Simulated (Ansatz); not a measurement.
# Ga11Sb12 zinc blende off sphere (Ga11Sb12H32+): one state, many levels

How do method and basis change the picture of Ga11Sb12 zinc blende off sphere (Ga11Sb12H32+) (singlet)?

Computed with Ansatz 0.2.0, Gaussian basis. Level: as each input shows.

The runs, in order: PBE-D4/def2-TZVP, r2SCAN-D4/def2-TZVP, BLYP-D4/def2-TZVP, PBE-D4/def2-SVP, PBE0-D4/def2-SVP, MP2/def2-SVP.

1 further run of the same task is left out (set aside as unsound or not needed). Runs told in other sessions of the task aren't counted.

## 1. The relaxed structure

The geometry is that of the singlet, from an earlier relaxation (PBE-D4/def2-SVP).

55 atoms, charge 1, spin multiplicity 1.

Atoms are counted from 1 here; the program's logs count them from 0.

Bond lengths: Ga1–Sb13 2.729 Å, Ga1–Sb14 2.717 Å, Ga1–H24 1.571 Å, Ga1–H25 1.575 Å, Ga2–Sb12 2.731 Å, Ga2–Sb16 2.729 Å, Ga2–H26 1.569 Å, Ga2–H27 1.568 Å, Ga3–Sb15 2.724 Å, Ga3–Sb17 2.713 Å, Ga3–H28 1.569 Å, Ga3–H29 1.582 Å, Ga4–Sb13 2.657 Å, Ga4–Sb18 2.689 Å, Ga4–Sb19 2.700 Å, Ga4–H30 1.573 Å, Ga5–Sb15 2.660 Å, Ga5–Sb18 2.704 Å and more. Angles: Sb13–Ga1–Sb14 96.7°, Sb13–Ga1–H24 107.2°, Sb13–Ga1–H25 104.8°, Sb14–Ga1–H24 108.2°, Sb14–Ga1–H25 106.5°, H24–Ga1–H25 128.8°, Sb12–Ga2–Sb16 97.3°, Sb12–Ga2–H26 106.0°, Sb12–Ga2–H27 105.3°, Sb16–Ga2–H26 106.8°, Sb16–Ga2–H27 105.2°, H26–Ga2–H27 131.3°, Sb15–Ga3–Sb17 96.0°, Sb15–Ga3–H28 108.5°, Sb15–Ga3–H29 104.0°, Sb17–Ga3–H28 111.5°, Sb17–Ga3–H29 104.3°, H28–Ga3–H29 127.8° and more.

Sb takes a core potential in the def2 sets. No spin-orbit coupling is included. The ion is computed in the gas phase, without counter-ions or solvent.

PBE0-D4/def2-TZVP was run before; its log isn't repeated, and its numbers join the tables.

## 2. PBE-D4/def2-TZVP

start.molden holds the orbitals of an earlier run on this state, given as this run's starting guess.

The input, in.yaml:

```yaml
crystal:
  periodic: [false, false, false]
  atoms:
    - {symbol: Ga, position_ang: [-5.195498, 1.755089, -0.563898]}
    - {symbol: Ga, position_ang: [-2.502278, -4.059052, 2.869574]}
    - {symbol: Ga, position_ang: [1.061645, -4.487308, -0.613626]}
    - {symbol: Ga, position_ang: [-2.003849, 2.101096, -3.923225]}
    - {symbol: Ga, position_ang: [1.400364, -1.274178, -3.923928]}
    - {symbol: Ga, position_ang: [-1.718083, -1.076831, -0.935790]}
    - {symbol: Ga, position_ang: [-1.515986, 1.655022, 2.667785]}
    - {symbol: Ga, position_ang: [1.412311, -1.285669, 1.963228]}
    - {symbol: Ga, position_ang: [1.391303, 1.821200, -0.816455]}
    - {symbol: Ga, position_ang: [4.658739, -0.958199, -0.621192]}
    - {symbol: Ga, position_ang: [4.321750, 2.514048, 2.978505]}
    - {symbol: Sb, position_ang: [-3.243783, -2.443233, 0.796178]}
    - {symbol: Sb, position_ang: [-3.352808, 0.588742, -2.205079]}
    - {symbol: Sb, position_ang: [-3.419745, 2.848039, 1.177291]}
    - {symbol: Sb, position_ang: [-0.135001, -2.700976, -2.286263]}
    - {symbol: Sb, position_ang: [-0.203099, -2.745970, 3.530057]}
    - {symbol: Sb, position_ang: [2.899233, -2.757698, 0.381504]}
    - {symbol: Sb, position_ang: [-0.343272, 0.384009, -5.158603]}
    - {symbol: Sb, position_ang: [-0.175937, 3.340609, -2.369888]}
    - {symbol: Sb, position_ang: [2.886151, 0.241804, -2.309446]}
    - {symbol: Sb, position_ang: [-0.212134, 0.377867, 0.686888]}
    - {symbol: Sb, position_ang: [2.830536, 0.318074, 3.587678]}
    - {symbol: Sb, position_ang: [2.837625, 3.348147, 0.826293]}
    - {symbol: H, position_ang: [-5.868374, 2.920058, -1.375965]}
    - {symbol: H, position_ang: [-5.880946, 0.554659, 0.190110]}
    - {symbol: H, position_ang: [-3.529812, -3.783208, 4.022925]}
    - {symbol: H, position_ang: [-2.032526, -5.397290, 2.201969]}
    - {symbol: H, position_ang: [1.736048, -5.606510, -1.481734]}
    - {symbol: H, position_ang: [0.018013, -4.669097, 0.561570]}
    - {symbol: H, position_ang: [-2.761001, 3.093790, -4.880199]}
    - {symbol: H, position_ang: [2.223857, -2.068174, -5.006671]}
    - {symbol: H, position_ang: [-2.198333, 0.491865, 3.497143]}
    - {symbol: H, position_ang: [-0.523627, 2.737695, 3.250818]}
    - {symbol: H, position_ang: [5.776388, -1.653194, -1.474323]}
    - {symbol: H, position_ang: [4.845206, 0.114112, 0.528471]}
    - {symbol: H, position_ang: [5.647203, 1.973275, 2.340193]}
    - {symbol: H, position_ang: [4.068084, 3.586591, 4.095302]}
    - {symbol: H, position_ang: [-4.430515, -3.240100, -0.153014]}
    - {symbol: H, position_ang: [-4.279950, -1.209699, 1.383451]}
    - {symbol: H, position_ang: [-4.190147, -0.441266, -3.299015]}
    - {symbol: H, position_ang: [-4.297699, 3.955773, 2.150200]}
    - {symbol: H, position_ang: [-2.569177, 4.047598, 0.286609]}
    - {symbol: H, position_ang: [-1.205731, -3.513585, -3.358784]}
    - {symbol: H, position_ang: [0.848335, -3.862195, 4.301106]}
    - {symbol: H, position_ang: [-0.476560, -1.761986, 4.908674]}
    - {symbol: H, position_ang: [3.776468, -3.645436, 1.565920]}
    - {symbol: H, position_ang: [-1.363806, -0.577007, -6.145245]}
    - {symbol: H, position_ang: [0.443546, 1.222081, -6.432941]}
    - {symbol: H, position_ang: [0.799144, 4.362891, -3.343041]}
    - {symbol: H, position_ang: [-0.920396, 4.566682, -1.431415]}
    - {symbol: H, position_ang: [3.699580, 1.337595, -3.356626]}
    - {symbol: H, position_ang: [1.727136, 0.737682, 4.833405]}
    - {symbol: H, position_ang: [3.805675, -0.724776, 4.539406]}
    - {symbol: H, position_ang: [1.703788, 4.543885, 1.303202]}
    - {symbol: H, position_ang: [3.769346, 4.371458, -0.188286]}
basis:
  gaussian: {orbitals: def2-TZVP, fitting: {mean_field: def2-universal-jkfit}, initial_orbitals: start.molden}
total_charge: 1
hamiltonian: {xc: pbe, dispersion: d4}
scf: {omitted_lower_state_checks: [starts]}
output: {orbitals: {seedname: orbitals}}
```

Launch:

```bash
$ ansatz run in.yaml --threads 11 --pin off --events-out ev --progress --plain --max-ram 174080MiB --backend cuda --devices 0, --max-vram 75GiB
```

The runs that follow: r2SCAN-D4/def2-TZVP; BLYP-D4/def2-TZVP; PBE-D4/def2-SVP; PBE0-D4/def2-SVP; MP2/def2-SVP.

**Question.** What will the summary of the whole plan be? Wanted: gap in def2-TZVP, named functionals, smallest and largest; correlation energy, MP2/def2-SVP; PBE0 total energy, smallest basis above largest.

The runs gave:

| quantity | value |
| --- | --- |
| gap in def2-TZVP, named functionals, smallest and largest | 2.99 eV (BLYP-D4), 4.56 eV (PBE0-D4) |
| correlation energy, MP2/def2-SVP | -108.29 eV |
| PBE0 total energy, smallest basis above largest | 76.44 eV (def2-SVP, def2-TZVP) |

Orbital gaps of the named functionals in def2-TZVP span 2.99 eV (BLYP-D4) to 4.56 eV (PBE0-D4); exact exchange widens it.
